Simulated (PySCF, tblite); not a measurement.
**C₉H₁₈Si: geometry, infrared bands and NMR shifts**

Wanted: the infrared bands and NMR shifts of C₉H₁₈Si (`[SiH3]C[C@]12CCC[C@H]1CCC2`), by calculation.

The runs use tblite 0.8.0 and PySCF 2.14.0, with density-fitted response routines of our own; the level of theory stands in each step. All values are computed, except where a source is named. Atoms are numbered from 0 throughout.

**1. Starting geometry**

28 atoms, charge 0, multiplicity 1; geometry from: force field or distance geometry start.

Bonds of the start (Å): Si0–C1 1.83, C1–C2 1.46, C2–C3 1.53, C3–C4 1.50, C4–C5 1.53, C5–C6 1.52, C6–C7 1.50, C7–C8 1.50, C8–C9 1.52, C6–C2 1.54, C9–C2 1.47, Si0–H10 1.44, Si0–H11 1.47, Si0–H12 1.48, C1–H13 1.12, C1–H14 1.12, C3–H15 1.10, C3–H16 1.10, C4–H17 1.09, C4–H18 1.10, C5–H19 1.09, C5–H20 1.11, C6–H21 1.11, C7–H22 1.10, C7–H23 1.12, C8–H24 1.12, C8–H25 1.12, C9–H26 1.10, C9–H27 1.10.

**2. Relaxing the molecule with GFN2-xTB**

The job: settings as JSON, then the geometry in Å.

```
{"job": {"kind": "relax", "xc": "GFN2-xTB", "basis": "xTB"}, "charge": 0, "multiplicity": 1}
Si     2.979900    -0.049500    -0.621500
C      1.485600    -1.065200    -0.335900
C      0.257100    -0.459400     0.182200
C     -0.740900    -1.614300     0.282100
C     -2.097100    -0.985700     0.117500
C     -1.810700    -0.123000    -1.116500
C     -0.431600     0.453100    -0.844900
C     -0.652200     1.790200    -0.197500
C     -0.202900     1.682500     1.234300
C      0.231100     0.247400     1.469500
H      3.444700     0.782400     0.452900
H      2.888300     0.772000    -1.840500
H      4.079700    -0.998100    -0.887600
H      1.781400    -1.942400     0.297400
H      1.219600    -1.517000    -1.323600
H     -0.566100    -2.242400    -0.605700
H     -0.613200    -2.201400     1.204500
H     -2.417600    -0.401700     0.978700
H     -2.882200    -1.726600    -0.117000
H     -1.881800    -0.688800    -2.040400
H     -2.546000     0.713100    -1.087000
H      0.141900     0.543400    -1.786900
H     -0.195100     2.630800    -0.735300
H     -1.758800     1.984400    -0.162300
H      0.632100     2.405200     1.403400
H     -1.060600     1.920100     1.920200
H     -0.495600    -0.199500     2.166300
H      1.189900     0.317800     2.007900
```

The run is started by

```
$ OMP_NUM_THREADS=1 python probes_run.py task.json out
```

One launch serves the whole session: the jobs run in the order shown.

**Question.** This job is followed by: GFN2-xTB harmonic vibrations, gas phase; PBE0-D3(BJ)/def2-SVP geometry optimisation, gas phase; GIAO PBE0/pcSseg-1 NMR shielding, non-relativistic, gas phase; GIAO wB97X-D/pcSseg-1 NMR shielding, non-relativistic, gas phase. What will the session give for the following? strongest single infrared mode (GFN2-xTB); zero-point energy (GFN2-xTB); point group; rotational constants (main isotopes); 13C shifts against TMS (PBE0/pcSseg-1, means over atoms taken as alike); 1H shifts against TMS (PBE0/pcSseg-1, means over atoms taken as alike); 29Si shifts against TMS (PBE0/pcSseg-1); surface potential, 1st and 99th percentile; range of the shift of Si0.

**Answer**, as computed:

| quantity | value |
| --- | --- |
| strongest single infrared mode (GFN2-xTB) | 2241 cm⁻¹, 469 km/mol |
| zero-point energy (GFN2-xTB) | 153.9 kcal/mol |
| point group | C1 |
| rotational constants (main isotopes) | 1.71, 0.89, 0.77 GHz |
| 13C shifts against TMS (PBE0/pcSseg-1, means over atoms taken as alike) | 51.6, 50.3, 45.9, 36.6, 28.1, 24.6 ppm |
| 1H shifts against TMS (PBE0/pcSseg-1, means over atoms taken as alike) | 3.86, 1.85, 1.70, 1.49, 1.42, 1.41, 1.38, 1.17, 0.86 ppm |
| 29Si shifts against TMS (PBE0/pcSseg-1) | -71.1 ppm |
| surface potential, 1st and 99th percentile | -0.15 V and 0.65 V |
| range of the shift of Si0 | -71.1 to -69.0 ppm |

In words: The optimisation took 154 steps and gained 1.071 eV; among the close pairs (by a distance rule), Si0–C1 changed most, from 1.829 to 1.903 Å (GFN2-xTB). All 78 modes are real, so the xTB geometry is a minimum. The strongest single mode, at 2241 cm⁻¹, moves mainly H12. Unscaled tight-binding wavenumbers are off by several per cent, some by more. Its intensities can rank the bands wrongly. Relaxing lowered the energy by 0.222 eV in 4 steps; the close pair that moved most is Si0–H12, from 1.417 to 1.496 Å (PBE0/def2-SVP). No frequency check was run at this level, so the end point may be a saddle. At PBE0/pcSseg-1: Shielding is most anisotropic at Si0 (span 67 ppm, paramagnetic term -456 ppm). Across the 2 runs the shift of Si0 moves most, between -71.1 (PBE0/pcSseg-1) and -69.0 ppm (wB97X-D/pcSseg-1). Part of that comes from the computed reference.
